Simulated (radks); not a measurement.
# Taking charge from the 3s level of Os in fractions

What happens to E and to the 3s eigenvalue of Os when a fraction of an electron is removed? The exact functional would give straight lines between whole numbers for a frontier level.

Method: Dirac Kohn-Sham, PBE, spin-unpolarised, spherical densities, point nucleus; open shells are shared between the two j in proportion to 2j + 1. Code: radks (a radial shooting solver on a logarithmic mesh, Libxc functionals) version 1.

## (1) Starting point

```
element       : osmium (Z = 76)
charge        : 0
electrons     : 76
configuration : [Xe] 4f14 5d6 6s2
```

The outer shells:

Os
```
[Xe] core
4f [↑↓][↑↓][↑↓][↑↓][↑↓][↑↓][↑↓]
5d [↑↓][↑ ][↑ ][↑ ][↑ ]
6s [↑↓]
```

## (2) Start: [Xe] 4f14 5d6 6s2

Input:

```text
Z 76
configuration [Xe] 4f14 5d6 6s2
relativity Dirac
functional pbe,pbe
spin unpolarised
j_filling average
nucleus point
c 137.035999084
```

## (3) 0.1 electron removed from 3s

Input:

```text
Z 76
configuration [Ne] 3s1.9 3p6 3d10 4s2 4p6 4d10 4f14 5s2 5p6 5d6 6s2
relativity Dirac
functional pbe,pbe
spin unpolarised
j_filling average
nucleus point
c 137.035999084
```

## (4) 0.2 electron removed from 3s

Input:

```text
Z 76
configuration [Ne] 3s1.8 3p6 3d10 4s2 4p6 4d10 4f14 5s2 5p6 5d6 6s2
relativity Dirac
functional pbe,pbe
spin unpolarised
j_filling average
nucleus point
c 137.035999084
```

## (5) 0.3 electron removed from 3s

Input:

```text
Z 76
configuration [Ne] 3s1.7 3p6 3d10 4s2 4p6 4d10 4f14 5s2 5p6 5d6 6s2
relativity Dirac
functional pbe,pbe
spin unpolarised
j_filling average
nucleus point
c 137.035999084
```

## (6) 0.4 electron removed from 3s

Input:

```text
Z 76
configuration [Ne] 3s1.6 3p6 3d10 4s2 4p6 4d10 4f14 5s2 5p6 5d6 6s2
relativity Dirac
functional pbe,pbe
spin unpolarised
j_filling average
nucleus point
c 137.035999084
```

## (7) 0.5 electron removed from 3s

Input:

```text
Z 76
configuration [Ne] 3s1.5 3p6 3d10 4s2 4p6 4d10 4f14 5s2 5p6 5d6 6s2
relativity Dirac
functional pbe,pbe
spin unpolarised
j_filling average
nucleus point
c 137.035999084
```

## (8) 0.6 electron removed from 3s

Input:

```text
Z 76
configuration [Ne] 3s1.4 3p6 3d10 4s2 4p6 4d10 4f14 5s2 5p6 5d6 6s2
relativity Dirac
functional pbe,pbe
spin unpolarised
j_filling average
nucleus point
c 137.035999084
```

## (9) 0.7 electron removed from 3s

Input:

```text
Z 76
configuration [Ne] 3s1.3 3p6 3d10 4s2 4p6 4d10 4f14 5s2 5p6 5d6 6s2
relativity Dirac
functional pbe,pbe
spin unpolarised
j_filling average
nucleus point
c 137.035999084
```

## (10) 0.8 electron removed from 3s

Input:

```text
Z 76
configuration [Ne] 3s1.2 3p6 3d10 4s2 4p6 4d10 4f14 5s2 5p6 5d6 6s2
relativity Dirac
functional pbe,pbe
spin unpolarised
j_filling average
nucleus point
c 137.035999084
```

## (11) 0.9 electron removed from 3s

Input:

```text
Z 76
configuration [Ne] 3s1.1 3p6 3d10 4s2 4p6 4d10 4f14 5s2 5p6 5d6 6s2
relativity Dirac
functional pbe,pbe
spin unpolarised
j_filling average
nucleus point
c 137.035999084
```

## (12) 1 electron removed from 3s

Input:

```text
Z 76
configuration [Ne] 3s1 3p6 3d10 4s2 4p6 4d10 4f14 5s2 5p6 5d6 6s2
relativity Dirac
functional pbe,pbe
spin unpolarised
j_filling average
nucleus point
c 137.035999084
```

What does the calculation give? Wanted: for each run, removed; E − E(0); eigenvalue; E minus straight line.

The runs gave:

```
removed (e)  E − E(0) (eV)  eigenvalue (eV)  E minus straight line (eV)
          0          0.000          -2987.4                       0.000
        0.1         299.02          -2993.0                      -2.594
        0.2         598.60          -2998.7                      -4.622
        0.3         898.75          -3004.4                      -6.079
        0.4         1199.5          -3010.2                      -6.962
        0.5         1500.8          -3016.0                      -7.267
        0.6         1802.7          -3021.8                      -6.991
        0.7         2105.2          -3027.7                      -6.129
        0.8         2408.2          -3033.6                      -4.679
        0.9         2711.9          -3039.5                      -2.637
          1         3016.1          -3045.5                       0.000
```

What this shows: Removing the whole electron costs 3016.1 eV, against 2987.4 eV from minus the starting eigenvalue. Slater's transition state, half an electron removed, gives 3016.0 eV. The trapezoid integral of minus the eigenvalue gives 3016.1 eV over the range, against 3016.1 eV from the energies (Janak's theorem). The eigenvalue moves by 58.1 eV per electron. E bends below the straight line by 7.27 eV at 0.5 electron removed.
